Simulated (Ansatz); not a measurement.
What does this script print? It uses Ansatz 0.2.0, Python API.

Contents of `c2h3bo2.xyz`:
```text
8

O     0.02720    2.19400   -0.45650
B     0.81970    1.04890   -0.37320
C     0.21190   -0.25980    0.15630
C    -0.13630   -1.28220    0.59260
O    -0.72380   -2.46870    1.06120
H    -0.40880    2.21440   -1.38040
H     1.98660    1.11020   -0.68570
H    -1.68430   -2.61370    1.02980
```

`c2h3bo2.py`:
```python
# -*- coding: utf-8 -*-
import ansatz as az
import numpy as np

molecule = az.Crystal.molecule_from_extxyz('c2h3bo2.xyz')

setup = molecule.calculation().basis(gaussian='def2-SVP').functional('cam_b3lyp')
symbols = [site.symbol for site in molecule.cartesian_sites]
start = np.array([site.position_ang for site in molecule.cartesian_sites], dtype=float)
def progress(event):
    if event['event'] == 'relax_step':
        row = event['data']
        print(f'step {row["step"]:3d}  E = {row["lagrangian_ev"]:.6f} eV  max force {row["allowed_force_max_ev_ang"]:.4f} eV/A')


rep = setup.relax(force_tolerance=0.005).session().plan().execute(on_event=progress).report
end = np.array(rep['positions_ang'])

for key in ('converged', 'free_energy_ev', 'reference_energy_ev', 'n_frozen', 'n_occupied', 'n_virtual'):
    print(f'{key:22s} {rep[key]}')

print('bond        before    after (A)')
for i, j in [(0, 1), (0, 5), (1, 2), (1, 6), (2, 3), (3, 4), (4, 7)]:
    d0, d1 = (np.linalg.norm(xyz[i] - xyz[j]) for xyz in (start, end))
    print(f'{symbols[i]}{i}-{symbols[j]}{j}'.ljust(10), f'{d0:8.4f} {d1:8.4f}')
```

`python c2h3bo2.py` gives:
```text
step   1  E = -6882.914413 eV  max force 9.0086 eV/A
step   2  E = -6883.494928 eV  max force 2.1431 eV/A
step   3  E = -6883.493223 eV  max force 1.8618 eV/A
step   4  E = -6883.645988 eV  max force 0.6471 eV/A
step   5  E = -6883.685023 eV  max force 0.2933 eV/A
step   6  E = -6883.745090 eV  max force 1.3443 eV/A
step   7  E = -6883.786949 eV  max force 2.6507 eV/A
step   8  E = -6884.015098 eV  max force 1.4193 eV/A
step   9  E = -6884.165231 eV  max force 2.6978 eV/A
step  10  E = -6884.238516 eV  max force 0.2502 eV/A
step  11  E = -6884.238746 eV  max force 0.1552 eV/A
step  12  E = -6884.240969 eV  max force 0.0149 eV/A
step  13  E = -6884.241004 eV  max force 0.0043 eV/A
converged              True
free_energy_ev         -6884.241107865948
reference_energy_ev    -6884.241107865948
n_frozen               0
n_occupied             [18, 18]
n_virtual              [67, 67]
bond        before    after (A)
O0-B1        1.3951   1.3519
O0-H5        1.0218   0.9650
B1-C2        1.5370   1.5227
B1-H6        1.2096   1.2056
C2-C3        1.1649   1.2161
C3-O4        1.4045   1.2967
O4-H7        0.9719   0.9688
```

Reading the output:
- Total energies depend on the basis set; only differences at equal settings carry meaning.
- The end point is the stationary point reached from this start; no frequency run checks that it is a minimum, and the basis set is modest.
- It ran for 38 s on 1 thread of Intel(R) Xeon(R) Platinum 8488C (Sapphire Rapids), with other jobs on the host, peak memory 0.25 GiB.

(A comment or docstring line of the script was reworded after the run, the code is as it ran; lines on the test bed's own set-up are left out of the output.)
